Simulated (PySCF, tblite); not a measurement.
**C₂H₇BOSi (triplet), a small gas-phase stand-in for a defect centre: EPR parameters**

Aim: the EPR parameters of `CO[C]B[SiH3]`. It is drawn as: twofold C.

Computed with tblite 0.8.0 and PySCF 2.14.0; each step states its level. No surroundings beyond the atoms listed, unless a continuum is named. Atoms count from 0, parts from 1.

## (1) The system as given

12 atoms, charge 0, multiplicity 3; geometry: distance geometry start.

## (2) Geometry optimisation with GFN2-xTB

The job: settings as JSON, then the geometry in Å.

```
{"job": {"kind": "relax", "xc": "GFN2-xTB", "basis": "xTB"}, "charge": 0, "multiplicity": 3}
C      0.659562     1.417646     0.414292
O      1.180884     1.199133    -0.889134
C      0.909491     0.140786    -1.713632
B      0.082134     1.374507     1.844703
Si    -0.992031    -0.196805     2.314052
H      1.131899    -0.752701    -1.200388
H      1.506524     0.228662    -2.541934
H     -0.077864     0.171683    -1.943845
H     -0.288532     2.379885     2.265254
H     -2.028119     0.195530     3.211052
H     -1.570495    -0.736953     1.128359
H     -0.170477    -1.163447     2.908638
```

Level: GFN2-xTB geometry optimisation, gas phase.

Command:

```bash
$ OMP_NUM_THREADS=1 python cluster_run.py task.json out
```

One launch serves the whole session: the jobs run in the order shown.

The log of the run:

```text
step      E/eV     max force
  0    -399.33271    5.318
  1    -400.07837    2.610
  2    -400.30741    1.014
  3    -400.34496    0.850
  4    -400.41075    0.624
  5    -400.43994    0.542
  6    -400.47099    0.364
  7    -400.48244    0.341
  8    -400.49706    0.287
  9    -400.50850    0.354
 10    -400.52751    0.407
 11    -400.53816    0.336
 12    -400.54529    0.226
 13    -400.55148    0.206
 14    -400.55789    0.206
 15    -400.56342    0.199
 16    -400.56748    0.167
 17    -400.57110    0.171
 18    -400.57582    0.180
 19    -400.58089    0.207
 20    -400.58460    0.155
 21    -400.58682    0.134
 22    -400.58878    0.145
 23    -400.59112    0.141
 24    -400.59340    0.165
 25    -400.59524    0.133
 26    -400.59697    0.121
 27    -400.59934    0.137
 28    -400.60262    0.170
 29    -400.60604    0.158
 30    -400.60889    0.151
 31    -400.61190    0.154
 32    -400.61610    0.181
 33    -400.62194    0.262
 34    -400.62833    0.259
 35    -400.63330    0.160
 36    -400.63663    0.145
 37    -400.63980    0.153
 38    -400.64347    0.157
 39    -400.64635    0.137
 40    -400.64824    0.094
 41    -400.64966    0.117
 42    -400.65101    0.134
 43    -400.65255    0.134
 44    -400.65427    0.119
 45    -400.65599    0.121
 46    -400.65730    0.125
 47    -400.65844    0.082
 48    -400.65921    0.072
 49    -400.65996    0.085
 50    -400.66087    0.099
 51    -400.66188    0.081
 52    -400.66255    0.050
 53    -400.66284    0.046
 54    -400.66302    0.046
 55    -400.66326    0.046
 56    -400.66352    0.039
 57    -400.66370    0.025
 58    -400.66379    0.027
 59    -400.66388    0.027
 60    -400.66403    0.038
 61    -400.66424    0.046
 62    -400.66443    0.039
 63    -400.66454    0.021
 64    -400.66459    0.019
 65    -400.66465    0.019
 66    -400.66474    0.031
 67    -400.66488    0.043
 68    -400.66502    0.041
 69    -400.66514    0.033
 70    -400.66525    0.038
 71    -400.66538    0.039
 72    -400.66553    0.048
 73    -400.66567    0.048
 74    -400.66577    0.030
 75    -400.66584    0.021
 76    -400.66589    0.016
 77    -400.66592    0.017
 78    -400.66594    0.015
 79    -400.66596    0.016
 80    -400.66598    0.013
 81    -400.66601    0.020
 82    -400.66606    0.024
 83    -400.66614    0.030
 84    -400.66626    0.040
 85    -400.66642    0.045
 86    -400.66662    0.042
 87    -400.66686    0.042
 88    -400.66718    0.058
 89    -400.66767    0.080
 90    -400.66839    0.084
 91    -400.66929    0.079
 92    -400.67002    0.060
 93    -400.66956    0.117
 94    -400.67087    0.076
 95    -400.67119    0.053
 96    -400.67192    0.044
 97    -400.67247    0.051
 98    -400.67282    0.040
 99    -400.67298    0.023
100    -400.67308    0.018
101    -400.67314    0.031
102    -400.67321    0.022
103    -400.67324    0.018
104    -400.67326    0.011
105    -400.67327    0.008
106    -400.67329    0.010
107    -400.67330    0.009
108    -400.67331    0.006
```

Run time: 1.8 s. Hardware: 1 thread of Arm Neoverse V1, shared host.

The steps of the relaxation:

| step | energy from step 0 (eV) | largest force (eV/Å) |
| --- | --- | --- |
| 0 | 0.0000 | 5.3176 |
| 4 | -1.0780 | 0.6239 |
| 8 | -1.1643 | 0.2876 |
| 12 | -1.2126 | 0.2261 |
| 16 | -1.2348 | 0.1667 |
| 20 | -1.2519 | 0.1554 |
| 24 | -1.2607 | 0.1652 |
| 28 | -1.2699 | 0.1701 |
| 32 | -1.2834 | 0.1812 |
| 36 | -1.3039 | 0.1451 |
| 40 | -1.3155 | 0.0935 |
| 44 | -1.3216 | 0.1186 |
| 48 | -1.3265 | 0.0719 |
| 52 | -1.3298 | 0.0507 |
| 56 | -1.3308 | 0.0385 |
| 60 | -1.3313 | 0.0381 |
| 64 | -1.3319 | 0.0190 |
| 68 | -1.3323 | 0.0411 |
| 72 | -1.3328 | 0.0485 |
| 76 | -1.3332 | 0.0166 |
| 80 | -1.3333 | 0.0134 |
| 84 | -1.3336 | 0.0392 |
| 88 | -1.3345 | 0.0579 |
| 92 | -1.3373 | 0.0603 |
| 96 | -1.3392 | 0.0440 |
| 100 | -1.3404 | 0.0184 |
| 104 | -1.3406 | 0.0105 |
| 108 | -1.3406 | 0.0071 |

Distances of close pairs at the start and the end, largest changes first:

| bond | before (Å) | after (Å) | change (Å) |
| --- | --- | --- | --- |
| C0–O1 | 1.421 | 1.289 | -0.132 |
| C0–B3 | 1.543 | 1.453 | -0.090 |
| Si4–H11 | 1.401 | 1.478 | +0.077 |
| C2–H7 | 1.014 | 1.091 | +0.077 |
| O1–C2 | 1.369 | 1.444 | +0.075 |
| C2–H6 | 1.025 | 1.088 | +0.063 |
| Si4–H10 | 1.426 | 1.477 | +0.052 |
| Si4–H9 | 1.425 | 1.469 | +0.044 |

## (3) Geometry optimisation at PBE0-D3(BJ)/def2-SVP

The job: settings as JSON, then the geometry in Å.

```
{"job": {"xc": "PBE0", "basis": "def2-SVP", "d3": "d3bj", "grid": 2, "kind": "geom", "shake": 0.01}, "charge": 0, "multiplicity": 3}
C      0.725276     1.431612    -0.164279
O      1.108274     0.999316    -1.305299
C      0.751314    -0.326060    -1.765671
B     -0.000058     1.244943     1.060723
Si    -0.940912    -0.497846     1.398423
H      1.007400    -1.054865    -0.991044
H      1.366518    -0.502168    -2.656367
H     -0.279267    -0.365023    -1.988173
H     -0.100305     2.090747     1.899998
H     -1.760330    -0.511281     2.638087
H     -1.851775    -0.919104     0.330206
H      0.012355    -1.617857     1.560398
```

The log of the run:

```text
step   0  E = -469.28514402  max force = 0.035003
step   1  E = -469.29187531  max force = 0.006121
step   2  E = -469.29195331  max force = 0.002059
step   3  E = -469.29214785  max force = 0.001128
step   4  E = -469.29217503  max force = 0.000701
step   5  E = -469.29219546  max force = 0.000384
step   6  E = -469.29221430  max force = 0.000446
step   7  E = -469.29222346  max force = 0.000292
optimisation converged
```

It took 69 s on 1 thread of Arm Neoverse V1, shared host; peak memory 0.6 GiB.

The steps of the relaxation:

| step | energy from step 0 (eV) | largest force component (eV/Å) |
| --- | --- | --- |
| 0 | 0.0000 | 1.7999 |
| 1 | -0.1832 | 0.3148 |
| 2 | -0.1853 | 0.1059 |
| 3 | -0.1906 | 0.0580 |
| 4 | -0.1913 | 0.0360 |
| 5 | -0.1919 | 0.0197 |
| 6 | -0.1924 | 0.0229 |
| 7 | -0.1926 | 0.0150 |

Close pairs (by a distance rule), those that changed most:

| bond | before (Å) | after (Å) | change (Å) |
| --- | --- | --- | --- |
| C0–B3 | 1.436 | 1.498 | +0.062 |
| C2–H7 | 1.055 | 1.099 | +0.044 |
| Si4–H10 | 1.466 | 1.503 | +0.037 |
| Si4–H11 | 1.480 | 1.503 | +0.024 |
| B3–Si4 | 2.009 | 2.027 | +0.018 |
| B3–H8 | 1.196 | 1.210 | +0.014 |
| O1–C2 | 1.448 | 1.437 | -0.011 |
| Si4–H9 | 1.486 | 1.496 | +0.010 |

The end geometry stands in the next job.

| at the end point | value |
| --- | --- |
| point group (found at 0.08 Å tolerance) | C1 |
| rotational constants (GHz, main isotopes) | 6.990, 2.266, 1.765 |
| dipole moment (D) | 2.70 |
| ⟨S²⟩ | 2.005 |

## (4) EPR parameters: B3LYP/IGLO-III+pcH-1

The job: settings as JSON, then the geometry in Å.

```
{"job": {"kind": "epr"}, "charge": 0, "multiplicity": 3}
C      0.782728     1.534785    -0.231498
O      1.146702     1.000136    -1.337242
C      0.752403    -0.338381    -1.680814
B     -0.006029     1.235535     1.006462
Si    -0.949660    -0.521975     1.365726
H      1.094945    -1.039321    -0.906166
H      1.232659    -0.565646    -2.638752
H     -0.340796    -0.389630    -1.779087
H     -0.062066     2.110467     1.839819
H     -1.750513    -0.482658     2.629197
H     -1.886894    -0.911075     0.257618
H      0.025021    -1.659594     1.491732
```

With the program's defaults for keys left out, this is: UKS B3LYP, IGLO-III on B C O Si, pcH-1 on H, non-relativistic, mean-field spin-orbit, GIAO.

The log of the run:

```text
UKS, coarse grid
  cycle   1  E = -469.91486282  |g| = 3.27e-01
  cycle   2  E = -469.88032383  |g| = 4.65e-01
  cycle   3  E = -469.95319122  |g| = 1.02e-01
  cycle   4  E = -469.95711079  |g| = 2.81e-02
  cycle   5  E = -469.95760012  |g| = 1.35e-02
  cycle   6  E = -469.95771044  |g| = 4.16e-03
  cycle   7  E = -469.95772453  |g| = 1.78e-03
  cycle   8  E = -469.95772716  |g| = 5.64e-04
UKS, final grid
  cycle   1  E = -469.95775980  |g| = 6.82e-04
  cycle   2  E = -469.95775948  |g| = 1.12e-03
  cycle   3  E = -469.95776006  |g| = 1.81e-04
  cycle   4  E = -469.95776007  |g| = 3.98e-05
  cycle   5  E = -469.95776007  |g| = 2.15e-05
E = -469.95776007 Eh   <S^2> = 2.0047 (exact 2.0000)
g shifts (ppm)      1          2          3
  rmc          -162       -162       -162
  gc             28         24        -50
  oz_so        -242        467        554
  total        -376        329        342
hyperfine (MHz)  atom isotope    a_iso     a_fc   dipolar eigenvalues
    0   13C     163.54     163.65    -54.69      3.00     51.69
    1   17O     -85.98     -86.03    -24.70      8.50     16.20
    2   13C      36.08      36.09     -4.70     -4.10      8.80
    3   11B      22.06      22.09    -14.41     -1.56     15.97
    4  29Si     -42.14     -42.19     -8.75      4.29      4.46
    5    1H       2.88       2.88     -3.97     -1.83      5.80
    6    1H      -1.90      -1.90     -3.49     -2.16      5.65
    7    1H       3.78       3.78     -3.84     -1.91      5.74
    8    1H      16.58      16.58     -7.23     -3.43     10.66
    9    1H      10.05      10.05     -1.48     -0.93      2.41
   10    1H      12.28      12.28     -1.82     -1.12      2.94
   11    1H      16.76      16.76     -1.80     -1.07      2.87
zero-field splitting (cm-1)  D = 0.3617  E = 0.0075  (spin-spin 0.3015, spin-orbit 0.0621)
```

Wall time 53 s (1 thread of Arm Neoverse V1, shared host); peak memory 0.95 GiB.

Principal g values 2.00194, 2.00265, 2.00266; g(iso) = 2.00242, against 2.00232 for a free electron.

Hyperfine couplings, nucleus by nucleus at this fixed geometry (no averaging over rotations):

| nuclei | isotope | a(iso) (MHz) | a(iso) (G, at g = 2.0023) | largest dipolar term (MHz) |
| --- | --- | --- | --- | --- |
| C0 | 13C | 163.5 | 58.4 | -54.7 |
| O1 | 17O | -86.0 | -30.7 | -24.7 |
| Si4 | 29Si | -42.1 | -15.0 | -8.7 |
| C2 | 13C | 36.1 | 12.9 | 8.8 |
| B3 | 11B | 22.1 | 7.9 | 16.0 |
| H11 | 1H | 16.8 | 6.0 | 2.9 |
| H8 | 1H | 16.6 | 5.9 | 10.7 |
| H10 | 1H | 12.3 | 4.4 | 2.9 |
| H9 | 1H | 10.1 | 3.6 | 2.4 |
| H7 | 1H | 3.8 | 1.3 | 5.7 |
| H5 | 1H | 2.9 | 1.0 | 5.8 |
| H6 | 1H | -1.9 | -0.7 | 5.6 |

Zero-field splitting: D = 0.362 cm⁻¹ (spin-spin 0.302, spin-orbit 0.062), E = 0.007 cm⁻¹.

Mulliken spin populations:

| atom | value (e) |
| --- | --- |
| C0 | 1.28 |
| O1 | 0.11 |
| C2 | 0.06 |
| B3 | 0.44 |
| Si4 | 0.05 |
| H5 | 0.01 |
| H6 | 0.00 |
| H7 | 0.01 |
| H8 | 0.00 |
| H9 | 0.01 |
| H10 | 0.01 |
| H11 | 0.02 |

## (5) g tensor and hyperfine couplings: BHandHLYP/IGLO-III+pcH-1

Same as in step 4 but for these lines:

```diff
@@ -1,2 +1,2 @@
-{"job": {"kind": "epr"}, "charge": 0, "multiplicity": 3}
+{"job": {"kind": "epr", "xc": "BHandHLYP"}, "charge": 0, "multiplicity": 3}
 C      0.782728     1.534785    -0.231498
```

With the program's defaults for keys left out, this is: UKS BHandHLYP, IGLO-III on B C O Si, pcH-1 on H, non-relativistic, mean-field spin-orbit, GIAO.

The log of the run:

```text
UKS, coarse grid
  cycle   1  E = -469.76948675  |g| = 3.01e-01
  cycle   2  E = -469.78950288  |g| = 2.81e-01
  cycle   3  E = -469.81662042  |g| = 6.76e-02
  cycle   4  E = -469.81899360  |g| = 2.21e-02
  cycle   5  E = -469.81951675  |g| = 9.39e-03
  cycle   6  E = -469.81964270  |g| = 3.67e-03
  cycle   7  E = -469.81967928  |g| = 1.97e-03
  cycle   8  E = -469.81968592  |g| = 6.74e-04
UKS, final grid
  cycle   1  E = -469.81970567  |g| = 4.66e-04
  cycle   2  E = -469.81970588  |g| = 3.65e-04
  cycle   3  E = -469.81970598  |g| = 1.28e-04
  cycle   4  E = -469.81970603  |g| = 9.54e-05
  cycle   5  E = -469.81970604  |g| = 1.25e-05
E = -469.81970604 Eh   <S^2> = 2.0069 (exact 2.0000)
g shifts (ppm)      1          2          3
  rmc          -162       -162       -162
  gc             28        -56         23
  oz_so        -367        548        473
  total        -501        330        334
hyperfine (MHz)  atom isotope    a_iso     a_fc   dipolar eigenvalues
    0   13C     186.07     186.19    -57.68      4.60     53.08
    1   17O     -83.64     -83.68    -24.32      8.31     16.01
    2   13C      32.84      32.84     -4.45     -3.79      8.24
    3   11B      19.10      19.12    -13.63     -0.58     14.21
    4  29Si     -39.33     -39.38     -7.96      3.88      4.07
    5    1H       1.56       1.56     -3.93     -1.99      5.92
    6    1H      -1.78      -1.78     -3.36     -2.14      5.50
    7    1H       2.26       2.26     -3.79     -2.05      5.84
    8    1H      14.68      14.68     -7.11     -3.42     10.53
    9    1H       9.15       9.15     -1.39     -0.93      2.32
   10    1H       9.73       9.73     -1.76     -1.18      2.94
   11    1H      13.53      13.53     -1.73     -1.14      2.87
zero-field splitting (cm-1)  D = 0.4011  E = 0.0129  (spin-spin 0.3453, spin-orbit 0.0575)
```

Run time: 58 s. Hardware: 1 thread of Arm Neoverse V1, shared host; peak memory 0.96 GiB.

In short: g(iso) 2.00237.

## (6) Side by side: EPR parameters

g, ⟨S²⟩ and isotropic hyperfine couplings (MHz), with basis size and wall time:

| run | g(iso) | ⟨S²⟩ | 13C C0 | 17O O1 | 29Si Si4 | 13C C2 | 11B B3 | functions | time |
| --- | --- | --- | --- | --- | --- | --- | --- | --- | --- |
| B3LYP/IGLO-III+pcH-1 | 2.00242 | 2.005 | 163.5 | -86.0 | -42.1 | 36.1 | 22.1 | 254 | 53 s |
| BHandHLYP/IGLO-III+pcH-1 | 2.00237 | 2.007 | 186.1 | -83.6 | -39.3 | 32.8 | 19.1 | 254 | 58 s |

## (7) Results

| quantity | value |
| --- | --- |
| point group | C1 |
| rotational constants (main isotopes) | 6.99, 2.27, 1.77 GHz |
| D, E (B3LYP) | 0.362, 0.007 cm⁻¹ |
| g(iso) (B3LYP) | 2.00242 |
| ⟨S²⟩ | 2.005 (exact 2.00) |
| largest a(iso) | 13C on C0, 163.5 MHz |

The start of the PBE0/def2-SVP relaxation was shaken at random by about 0.01 Å, so part of the energy gained, and of the first lengths quoted, undoes that. The optimisation took 7 steps and gained 0.193 eV; among the close pairs (by a distance rule), C0–B3 changed most, from 1.436 to 1.498 Å (PBE0/def2-SVP). No frequency check was run at this level, so the end point may be a saddle. C0 carries the largest spin population, 1.28 e. The isotropic g lies 0.1 ppt above the free-electron value. The coupling of 13C on C0 runs from 163.5 (B3LYP/IGLO-III+pcH-1) to 186.1 MHz (BHandHLYP/IGLO-III+pcH-1). The triplet was assumed; the singlet may lie lower. A capped cluster stands for the solid here, so long-range fields and strain are missing, and bands or shifts of the capping hydrogens have no counterpart in it.
